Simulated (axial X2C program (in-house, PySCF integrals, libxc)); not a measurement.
# CrSi: from the state search to constants

Aim: find the lowest determinant of CrSi, scan the bond at several levels and fit the constants, once spin-free and once with spin–orbit coupling.

The runs use an in-house X2C program for linear molecules on PySCF integrals; all-electron X2C, Cr dyall-cv3z, Si dyall-v3z.

All values are calculated.

## (1) The job

Contents of task.json:

```json
{"zs": [24, 14], "q": 0, "bas": ["dyall-cv3z", "dyall-v3z"], "levels": ["PBE0", "HF", "B3LYP"], "cc": true, "r0": 2.38, "thr": -2.0, "nmax": 90, "npts": 10, "nst": 2, "ntry": 6}
```

Keys: zs atomic numbers; q charge; bas basis sets; levels methods (HF also brings MP2); cc coupled cluster on or off; r0 starting distance in Å; thr threshold in hartree for freezing inner shells (an s shell follows its p shell); nmax most natural virtual spinors; npts points asked for on the curve; nst determinants followed; ntry starts of the search.

Run with:

```bash
$ python so2c.py task.json out
```

Spin-free means the one-electron spin-free X2C Hamiltonian; two-component (2c) means X2C with spin–orbit coupling and atomic mean-field two-electron Coulomb and Gaunt terms. Basis: Cr dyall-cv3z contracted to [9s10p6d3f2g], Si dyall-v3z contracted to [8s7p2d1f]; Gaussian nuclei, density fitting. Masses: Cr 51.941 u, Si 27.977 u.

Notation: σ, π±, δ± give the projection m of an orbital's angular momentum (0, ±1, ±2), α and β its spin, Λ and M_S the sums; ω is the projection of a spinor's total angular momentum and Ω the sum. Logs are in hartree.

The results follow Hamiltonian by Hamiltonian and level by level.

## (2) Which state to follow

PBE0 moves the distance from 2.380 Å to 2.488 Å and compares determinants there.

Spin-free determinants:

```tsv
ΔE (eV)	state	open shells
0.00	M_S = 4, Λ = 0	beyond closed shells: 2 × σα, 2 × π+α, 2 × π-α, δ+α, δ-α
0.03	M_S = 3, Λ = 1	beyond closed shells: σα, 2 × π+α, π-α, δ+α, δ-α
0.75	M_S = 3, Λ = 2	beyond closed shells: 2 × σα, 2 × π+α, π+β, π-α, δ+α, δ-α
0.75	M_S = 3, Λ = 0	beyond closed shells: 2 × σα, π+α, π+β, 2 × π-α, δ+α, δ-α
1.08	M_S = 3, Λ = 0	beyond closed shells: 2 × π+α, 2 × π-α, δ+α, δ-α
1.13	M_S = 4, Λ = 1	beyond closed shells: 3 × σα, 2 × π+α, π-α, δ+α, δ-α
1.76	M_S = 3, Λ = 2	beyond closed shells: σα, 2 × π+α, 2 × π-α, δ+α
```

Two-component determinants:

```csv
ΔE (eV),state,open shells
0.00,Ω = 4,"excess of +ω over −ω: ω = 3/2, ω = 5/2"
0.02,Ω = 2,"excess of +ω over −ω: ω = -1/2, ω = 5/2"
0.73,Ω = 3,"excess of +ω over −ω: ω = 1/2, ω = 5/2"
0.75,Ω = 1,"excess of +ω over −ω: ω = -3/2, ω = 5/2"
0.75,Ω = 5,"excess of +ω over −ω: 2 × ω = 1/2, ω = 3/2, ω = 5/2"
0.77,Ω = 3,"excess of +ω over −ω: ω = 1/2, ω = 5/2"
1.08,Ω = 3,"excess of +ω over −ω: 2 × ω = -1/2, ω = 3/2, ω = 5/2"
```

## (3) PBE0, spin-free

State followed: M_S = 4, Λ = 0 (beyond closed shells: 2 × σα, 2 × π+α, 2 × π-α, δ+α, δ-α). The scan is laid around 2.534 Å, a first estimate of the minimum, and this SCF restarts from the orbitals of the search.

Output at 2.534 Å:

```text
spin-free X2C-1e  PBE0
basis functions 154  fitting functions 908  grid points 5085
iter        total energy     max residual
   1      -1340.276818421     5.39e-01
   2      -1340.511424581     8.25e-03
   3      -1340.510816384     1.58e-02
   4      -1340.511992738     1.38e-03
   5      -1340.512010811     7.71e-04
   6      -1340.512018251     1.55e-04
   7      -1340.512018441     2.20e-05
   8      -1340.512018458     1.29e-05
   9      -1340.512018463     2.62e-06
  10      -1340.512018464     1.21e-06
converged
one-electron -1988.49159416  Coulomb 647.65432551  exact exchange -17.11755178  xc functional -52.72434202  nuclear repulsion 70.16714399
```

Along the bond, energies from the lowest point:

| R (Å) | E (eV) | μ (D) | HOMO (eV) | LUMO (eV) | iterations |
| --- | --- | --- | --- | --- | --- |
| 2.382 | 0.0617 | -3.33 | -4.86 | -2.58 | 11 |
| 2.458 | 0.0121 | -3.50 | -4.86 | -2.58 | 11 |
| 2.534 | 0.0000 | -3.67 | -4.85 | -2.58 | 10 |
| 2.623 | 0.0207 | -3.84 | -4.83 | -2.58 | 10 |
| 2.711 | 0.0674 | -3.99 | -4.82 | -2.57 | 10 |
| 2.825 | 0.1515 | -4.15 | -4.80 | -2.61 | 11 |

Dipoles are positive if Si is the positive end.

Outer orbitals at the reference distance:

```csv
symmetry,occupied,ε (eV),atomic character
σα,yes,-12.76,"74% Si s, 10% Cr p, 8% Cr s"
σβ,yes,-10.04,"74% Si s, 11% Cr p, 8% Cr s"
π+α,yes,-6.95,"87% Cr d, 11% Si p"
π-α,yes,-6.95,"87% Cr d, 11% Si p"
σα,yes,-6.88,"46% Cr d, 42% Si p, 5% Si s"
δ-α,yes,-6.49,100% Cr d
δ+α,yes,-6.49,100% Cr d
σα,yes,-6.00,"41% Cr s, 38% Cr d, 19% Si p"
π-α,yes,-4.85,"73% Si p, 14% Cr d, 12% Cr p"
π+α,yes,-4.85,"73% Si p, 14% Cr d, 12% Cr p"
σβ,no,-2.58,"64% Si p, 26% Cr s, 4% Si s"
σα,no,-2.38,"41% Cr p, 28% Cr s, 20% Si p"
π+β,no,-1.54,"75% Si p, 14% Cr p, 11% Cr d"
π-β,no,-1.54,"75% Si p, 14% Cr p, 11% Cr d"
```

PBE0 fields in the half plane through the axis: z from -2.4 to 4.8 Å across, distance from the axis 0.15 to 2.25 Å upwards; Cr lies at z = 0 and Si at z = 2.534 Å; the ELF is damped to zero where the density is low.

log10 density (e/bohr³). Ten even steps from '0' (-4.36 ) to '9' (1.40 ):
```
0001112222222222222221100
0011222233222333333322110
0112233333333333433332211
0112333444433444444433221
0122344554444445554443321
1123345666544455555544322
1123456777655555665544322
1123457898755556986544322
```

ELF. Ten even steps from '0' (0.00 ) to '9' (0.91 ):
```
0000123332212245666531000
0001234433323457888764100
0001234433333578999876310
0001233332234689999987420
0001123332224789999997520
0000123555214785237998631
0000026888524850430688631
0000027585724814893287631
```

Re = 2.525 Å, ωe = 272.7 cm⁻¹, ωexe = 1.68 cm⁻¹, Be = 0.1454 cm⁻¹, De = 1.26 eV, μ = -3.65 D.

## (4) HF, spin-free

Output at 2.534 Å:

```text
spin-free X2C-1e  HF
basis functions 154  fitting functions 908  grid points 5085
iter        total energy     max residual
   1      -1339.140331775     1.14e-01
   2      -1339.159518043     5.97e-03
   3      -1339.160904877     3.27e-03
   4      -1339.161242748     2.00e-03
   5      -1339.161427388     1.95e-03
   6      -1339.161571369     1.56e-03
   7      -1339.161678484     8.77e-04
   8      -1339.161708439     4.06e-04
   9      -1339.161715054     2.27e-04
  10      -1339.161717836     7.04e-05
  11      -1339.161718236     2.11e-05
  12      -1339.161718268     7.32e-06
  13      -1339.161718274     2.50e-06
  14      -1339.161718274     1.06e-06
converged
one-electron -1989.17474408  Coulomb 648.45499101  exact exchange -68.60910918  xc functional 0.00000000  nuclear repulsion 70.16714399
```

No constants are quoted: too few points lie around the minimum for a second fit to confirm the first.

## (5) B3LYP, spin-free

Output at 2.534 Å:

```text
spin-free X2C-1e  B3LYP
basis functions 154  fitting functions 908  grid points 5085
iter        total energy     max residual
   1      -1340.874515351     1.78e-02
   2      -1340.876327231     2.03e-03
   3      -1340.876329930     2.52e-03
   4      -1340.876370567     1.88e-03
   5      -1340.876387235     3.62e-04
   6      -1340.876388301     1.09e-04
   7      -1340.876388512     4.80e-05
   8      -1340.876388545     1.66e-05
   9      -1340.876388552     5.34e-06
  10      -1340.876388553     2.21e-06
converged
one-electron -1988.47566013  Coulomb 647.62962734  exact exchange -13.69017573  xc functional -56.50732402  nuclear repulsion 70.16714399
```

Re = 2.556 Å, ωe = 255.2 cm⁻¹, ωexe = 1.84 cm⁻¹, Be = 0.1419 cm⁻¹, De = 1.03 eV, μ = -3.33 D.

## (6) MP2 and beyond, spin-free

Correlated methods: 10 electrons correlated (frozen shells, counted by type: Cr 3 s, 2 p; Si 2 s, 1 p), 234 virtual spinors in MP2, 89 natural virtuals in coupled cluster.

Output of the correlated part at 2.534 Å:

```text
correlated 10  virtual 234  natural virtual 89  E(MP2) -0.175028391  MP2 remainder -0.003957460
iter   CCSD correlation   residual
   1     -0.185877609   1.04e-01
   2     -0.190984891   3.77e-02
   3     -0.191608676   1.57e-02
   4     -0.191877486   9.13e-03
   5     -0.191950502   4.64e-03
   6     -0.191962877   2.52e-03
   7     -0.191981827   1.35e-03
   8     -0.191982558   5.95e-04
   9     -0.191980633   2.23e-04
  10     -0.191980842   7.94e-05
  11     -0.191981232   3.13e-05
  12     -0.191981465   1.11e-05
  13     -0.191981541   4.70e-06
  14     -0.191981559   2.35e-06
(T) -0.008006471  T1 0.0326  D1 0.0785  max T2 0.073
```

T1 in the output is the amplitude norm over the root of the electron number; divide by √2 for the Lee–Taylor value.

MP2: Re = 2.508 Å, ωe = 282.3 cm⁻¹, Be = 0.1474 cm⁻¹, De = 1.28 eV.

CCSD: Re = 2.528 Å, ωe = 275.8 cm⁻¹, ωexe = 1.58 cm⁻¹, Be = 0.145 cm⁻¹, De = 1.21 eV. T1 at Re = 0.023 (Lee–Taylor, the printed value over √2).

CCSD(T): Re = 2.520 Å, ωe = 280.2 cm⁻¹, ωexe = 1.55 cm⁻¹, Be = 0.146 cm⁻¹, De = 1.29 eV. T1 at Re = 0.023 (Lee–Taylor, the printed value over √2).

## (7) A higher determinant, spin-free

State: M_S = 3, Λ = 1 (beyond closed shells: σα, 2 × π+α, π-α, δ+α, δ-α).

Output at the reference distance:

```text
spin-free X2C-1e  PBE0
basis functions 154  fitting functions 908  grid points 5085
iter        total energy     max residual
   1      -1340.264899737     5.40e-01
   2      -1340.509864403     1.04e-02
   3      -1340.506911202     2.87e-02
   4      -1340.510473882     4.20e-03
   5      -1340.510638943     1.50e-03
   6      -1340.510669165     5.05e-04
   7      -1340.510670469     1.50e-04
   8      -1340.510670749     5.81e-05
   9      -1340.510670804     8.87e-06
  10      -1340.510670809     9.22e-06
  11      -1340.510670811     1.59e-06
converged
one-electron -1988.42541179  Coulomb 647.50702417  exact exchange -17.08592422  xc functional -52.67350295  nuclear repulsion 70.16714399
```

| R (Å) | E above the lowest PBE0 point (eV) |
| --- | --- |
| 2.382 | 0.064 |
| 2.458 | 0.031 |
| 2.534 | 0.037 |
| 2.623 | 0.078 |
| 2.711 | 0.145 |
| 2.825 | 0.255 |

Re = 2.483 Å, ωe = 297.8 cm⁻¹, ωexe = 1.54 cm⁻¹, Be = 0.1504 cm⁻¹, μ = -3.11 D. Te = 0.03 eV.

## (8) The spin-free curves together

Energy (eV) of the followed determinant, spin-free, from each level's lowest point:

| R (Å) | PBE0 | HF | MP2 | CCSD | CCSD(T) | B3LYP |
| --- | --- | --- | --- | --- | --- | --- |
| 2.382 | 0.062 | 0.160 | 0.049 | 0.066 | 0.060 | 0.083 |
| 2.458 | 0.012 | 0.069 | 0.005 | 0.014 | 0.011 | 0.023 |
| 2.534 | 0.000 | 0.019 | 0.000 | 0.000 | 0.000 | 0.000 |
| 2.623 | 0.021 | 0.000 | 0.028 | 0.020 | 0.024 | 0.008 |
| 2.711 | 0.067 | 0.011 | 0.083 | 0.067 | 0.075 | 0.041 |
| 2.825 | 0.151 | 0.056 | 0.178 | 0.154 | 0.166 | 0.109 |

## (9) PBE0, 2c

State followed: Ω = 4 (excess of +ω over −ω: ω = 3/2, ω = 5/2). The scan is laid around 2.534 Å, a first estimate of the minimum, and this SCF restarts from the orbitals of the search.

The SCF at the reference distance of 2.534 Å:

```text
two-component X2C + atomic mean field  PBE0
basis functions 154  fitting functions 908  grid points 5085
iter        total energy     max residual
   1      -1339.986172157     5.39e-01
   2      -1340.221141202     8.30e-03
   3      -1340.220523691     1.59e-02
   4      -1340.221712613     1.38e-03
   5      -1340.221730719     7.70e-04
   6      -1340.221738129     1.54e-04
   7      -1340.221738318     2.21e-05
   8      -1340.221738335     1.27e-05
   9      -1340.221738341     2.56e-06
  10      -1340.221738341     1.15e-06
converged
one-electron -1987.76792137  Coulomb 647.50275523  exact exchange -17.11359115  xc functional -52.71204225  nuclear repulsion 70.16714399  atomic mean-field constant -0.29808279
```

Along the bond, energies from the lowest point:

| R (Å) | E (eV) | μ (D) | HOMO (eV) | LUMO (eV) | iterations |
| --- | --- | --- | --- | --- | --- |
| 2.382 | 0.0622 | -3.33 | -4.85 | -2.58 | 11 |
| 2.458 | 0.0123 | -3.51 | -4.84 | -2.58 | 11 |
| 2.534 | 0.0000 | -3.67 | -4.84 | -2.58 | 10 |
| 2.623 | 0.0204 | -3.84 | -4.82 | -2.58 | 11 |
| 2.711 | 0.0668 | -4.00 | -4.81 | -2.57 | 10 |
| 2.825 | 0.1506 | -4.15 | -4.79 | -2.60 | 11 |

Dipoles are positive if Si is the positive end.

Outer spinors at the reference distance:

```tsv
ω	occupied	ε (eV)	atomic character	λ mixture
1/2	yes	-12.76	74% Si s, 10% Cr p, 8% Cr s	100% σ
-1/2	yes	-10.04	74% Si s, 11% Cr p, 8% Cr s	100% σ
-1/2	yes	-6.97	87% Cr d, 11% Si p	100% π
3/2	yes	-6.94	87% Cr d, 12% Si p	100% π
1/2	yes	-6.88	46% Cr d, 41% Si p, 5% Si s	100% σ
-3/2	yes	-6.52	100% Cr d	100% δ
5/2	yes	-6.46	100% Cr d	100% δ
1/2	yes	-6.00	41% Cr s, 38% Cr d, 19% Si p	100% σ
-1/2	yes	-4.86	73% Si p, 14% Cr d, 12% Cr p	100% π
3/2	yes	-4.84	73% Si p, 14% Cr d, 12% Cr p	100% π
-1/2	no	-2.58	64% Si p, 26% Cr s, 4% Si s	100% σ
1/2	no	-2.38	41% Cr p, 28% Cr s, 20% Si p	100% σ
1/2	no	-1.55	75% Si p, 14% Cr p, 11% Cr d	100% π
-3/2	no	-1.53	75% Si p, 14% Cr p, 12% Cr d	100% π
```

PBE0 fields in the half plane through the axis: z from -2.4 to 4.8 Å across, distance from the axis 0.15 to 2.25 Å upwards; Cr lies at z = 0 and Si at z = 2.534 Å; the ELF is damped to zero where the density is low.

log10 density (e/bohr³). Ten even steps from '0' (-4.36 ) to '9' (1.40 ):
```
0001112222222222222221100
0011222233222333333322110
0112233333333333433332211
0112333444433444444433221
0122344554444445554443321
1123345666544455555544322
1123456777655555665544322
1123457898755556986544322
```

ELF. Ten even steps from ' ' (0.00 ) to '@' (0.91 ):
```
        ..::------::::..::::==++******++--..      
      ..::--====------::--==++##%%%%%%##**==..    
      ..::--====----------++##%%@@@@@@%%##**--..  
      ..::--------::::--==**%%@@@@@@@@@@%%##==::  
      ....::------::::::==##%%@@@@@@@@@@@@##++::  
        ..::--++++++::..==##%%++::--##@@@@%%**--..
          ::**%%%%%%++::==%%++  ==--  **%%%%**--..
          ::##++%%++##::==%%..==%%@@--::%%##**--..
```

Re = 2.526 Å, ωe = 272.4 cm⁻¹, ωexe = 1.68 cm⁻¹, Be = 0.1453 cm⁻¹, De = 1.25 eV, μ = -3.65 D.

## (10) HF, 2c

Output at 2.534 Å:

```text
two-component X2C + atomic mean field  HF
basis functions 154  fitting functions 908  grid points 5085
iter        total energy     max residual
   1      -1338.850469533     1.14e-01
   2      -1338.869663829     5.99e-03
   3      -1338.871054288     3.31e-03
   4      -1338.871393664     2.01e-03
   5      -1338.871579961     1.96e-03
   6      -1338.871725270     1.56e-03
   7      -1338.871832856     8.71e-04
   8      -1338.871862408     4.00e-04
   9      -1338.871868874     2.23e-04
  10      -1338.871871602     6.93e-05
  11      -1338.871872020     2.06e-05
  12      -1338.871872067     1.09e-05
  13      -1338.871872087     1.03e-05
  14      -1338.871872099     9.63e-06
  15      -1338.871872119     8.28e-06
  16      -1338.871872155     5.08e-06
  17      -1338.871872174     3.01e-06
  18      -1338.871872176     2.69e-06
  19      -1338.871872177     1.67e-06
converged
one-electron -1988.45119433  Coulomb 648.30368117  exact exchange -68.59342022  xc functional 0.00000000  nuclear repulsion 70.16714399  atomic mean-field constant -0.29808279
```

No constants are quoted: too few points lie around the minimum for a second fit to confirm the first.

## (11) B3LYP, 2c

The SCF at the reference distance of 2.534 Å:

```text
two-component X2C + atomic mean field  B3LYP
basis functions 154  fitting functions 908  grid points 5085
iter        total energy     max residual
   1      -1340.584056264     1.79e-02
   2      -1340.585881313     2.04e-03
   3      -1340.585898882     2.52e-03
   4      -1340.585948937     1.89e-03
   5      -1340.585977233     3.41e-04
   6      -1340.585994008     2.54e-04
   7      -1340.586018877     2.82e-04
   8      -1340.585973335     2.28e-04
   9      -1340.585898213     2.42e-04
  10      -1340.585888794     1.84e-04
  11      -1340.585885543     8.84e-05
  12      -1340.585884545     2.22e-05
  13      -1340.585884536     3.12e-06
  14      -1340.585884537     1.36e-06
converged
one-electron -1987.75125202  Coulomb 647.47703008  exact exchange -13.68690957  xc functional -56.49381423  nuclear repulsion 70.16714399  atomic mean-field constant -0.29808279
```

Re = 2.557 Å, ωe = 255.0 cm⁻¹, ωexe = 1.83 cm⁻¹, Be = 0.1418 cm⁻¹, De = 1.03 eV, μ = -3.33 D.

## (12) MP2 and beyond, 2c

Correlated methods: 10 electrons correlated (frozen shells, counted by type: Cr 3 s, 2 p; Si 2 s, 1 p), 234 virtual spinors in MP2, 90 natural virtuals in coupled cluster.

Output of the correlated part at 2.534 Å:

```text
correlated 10  virtual 234  natural virtual 90  E(MP2) -0.174966358  MP2 remainder -0.003853114
iter   CCSD correlation   residual
   1     -0.185905427   1.04e-01
   2     -0.190998251   3.76e-02
   3     -0.191621912   1.56e-02
   4     -0.191890400   9.12e-03
   5     -0.191963239   4.65e-03
   6     -0.191975724   2.53e-03
   7     -0.191994851   1.37e-03
   8     -0.191995727   6.25e-04
   9     -0.191993804   2.80e-04
  10     -0.191993937   1.70e-04
  11     -0.191994026   1.38e-04
  12     -0.191994620   1.18e-04
  13     -0.191994558   9.27e-05
  14     -0.191994346   5.33e-05
  15     -0.191994380   2.61e-05
  16     -0.191994640   1.60e-05
  17     -0.191994890   1.07e-05
  18     -0.191994973   6.29e-06
  19     -0.191994984   3.51e-06
(T) -0.008016597  T1 0.0326  D1 0.0783  max T2 0.073
```

MP2: Re = 2.509 Å, ωe = 281.9 cm⁻¹, Be = 0.1473 cm⁻¹, De = 1.29 eV.

CCSD: Re = 2.529 Å, ωe = 275.4 cm⁻¹, ωexe = 1.57 cm⁻¹, Be = 0.1449 cm⁻¹, De = 1.20 eV. T1 at Re = 0.023 (Lee–Taylor, the printed value over √2).

CCSD(T): Re = 2.521 Å, ωe = 279.9 cm⁻¹, ωexe = 1.54 cm⁻¹, Be = 0.1459 cm⁻¹, De = 1.29 eV. T1 at Re = 0.023 (Lee–Taylor, the printed value over √2).

## (13) A higher determinant, 2c

State: Ω = 2 (excess of +ω over −ω: ω = -1/2, ω = 5/2).

Output at the reference distance:

```text
two-component X2C + atomic mean field  PBE0
basis functions 154  fitting functions 908  grid points 5085
iter        total energy     max residual
   1      -1339.974610140     5.41e-01
   2      -1340.219983097     1.03e-02
   3      -1340.217142689     2.82e-02
   4      -1340.220582041     4.22e-03
   5      -1340.220747190     1.51e-03
   6      -1340.220777573     5.08e-04
   7      -1340.220778883     1.51e-04
   8      -1340.220779163     5.87e-05
   9      -1340.220779218     9.01e-06
  10      -1340.220779223     9.37e-06
  11      -1340.220779225     1.57e-06
converged
one-electron -1987.70282154  Coulomb 647.35619827  exact exchange -17.08197671  xc functional -52.66124044  nuclear repulsion 70.16714399  atomic mean-field constant -0.29808279
```

| R (Å) | E above the lowest PBE0 point (eV) |
| --- | --- |
| 2.382 | 0.053 |
| 2.458 | 0.021 |
| 2.534 | 0.026 |
| 2.623 | 0.067 |
| 2.711 | 0.134 |
| 2.825 | 0.245 |

Re = 2.483 Å, ωe = 297.8 cm⁻¹, ωexe = 1.54 cm⁻¹, Be = 0.1504 cm⁻¹, μ = -3.11 D. Te = 0.02 eV.

## (14) The 2c curves together

Energy (eV) of the followed determinant, 2c, from each level's lowest point:

| R (Å) | PBE0 | HF | MP2 | CCSD | CCSD(T) | B3LYP |
| --- | --- | --- | --- | --- | --- | --- |
| 2.382 | 0.062 | 0.161 | 0.049 | 0.067 | 0.061 | 0.084 |
| 2.458 | 0.012 | 0.070 | 0.006 | 0.014 | 0.011 | 0.023 |
| 2.534 | 0.000 | 0.020 | 0.000 | 0.000 | 0.000 | 0.000 |
| 2.623 | 0.020 | 0.000 | 0.028 | 0.020 | 0.023 | 0.008 |
| 2.711 | 0.067 | 0.011 | 0.082 | 0.066 | 0.074 | 0.041 |
| 2.825 | 0.151 | 0.055 | 0.176 | 0.153 | 0.165 | 0.108 |

Time for the job: 3.4 min (1 thread, shared host).

## (15) What came out

Lowest determinant that the search found at its distance, spin-free: M_S = 4, Λ = 0 (beyond closed shells: 2 × σα, 2 × π+α, 2 × π-α, δ+α, δ-α).

Lowest determinant that the search found at its distance, 2c: Ω = 4 (excess of +ω over −ω: ω = 3/2, ω = 5/2).

| Hamiltonian | level | Re (Å) | ωe (cm⁻¹) | De (eV) | μ (D) |
| --- | --- | --- | --- | --- | --- |
| spin-free | PBE0 | 2.525 | 272.7 | 1.26 | -3.65 |
| spin-free | MP2 | 2.508 | 282.3 | 1.28 | n/a |
| spin-free | CCSD | 2.528 | 275.8 | 1.21 | n/a |
| spin-free | CCSD(T) | 2.520 | 280.2 | 1.29 | n/a |
| spin-free | B3LYP | 2.556 | 255.2 | 1.03 | -3.33 |
| 2c | PBE0 | 2.526 | 272.4 | 1.25 | -3.65 |
| 2c | MP2 | 2.509 | 281.9 | 1.29 | n/a |
| 2c | CCSD | 2.529 | 275.4 | 1.20 | n/a |
| 2c | CCSD(T) | 2.521 | 279.9 | 1.29 | n/a |
| 2c | B3LYP | 2.557 | 255.0 | 1.03 | -3.33 |

Dipoles are positive if Si is the positive end. No constants: spin-free HF (too few points lie around the minimum for a second fit to confirm the first); 2c HF (too few points lie around the minimum for a second fit to confirm the first).

Time per point (s) on 1 thread, shared host (2c runs; CCSD comes with the CCSD(T) run); the times are rough: PBE0 0.76, MP2 0.95, CCSD(T) 9.5, B3LYP 0.94.

**Reading.** At CCSD(T), going from spin-free to two-component changes Re by +1 mÅ, ωe by -0.1 %, which is small (part of it comes from the scalar share of the two-electron terms). De moves by 0.00 eV; both De rest on single-determinant atoms, which can miss part of an open shell's spin–orbit lowering.

De refers to Cr + Si, each in the lowest determinant found, which need not be this curve's own limit. The state is a single determinant with fixed occupations, the lowest that a limited PBE0 search found. De is counted from the lowest determinant-based energies of the atoms at the same level, without counterpoise correction. Density functionals use the spin component along the axis (collinear). Coupled cluster ran in a truncated set of natural virtual spinors; the MP2 energy of the rest was added. With several unpaired electrons one determinant need not be a pure state. T1 at Re is 0.023 (Lee–Taylor), above the customary mark of 0.02.
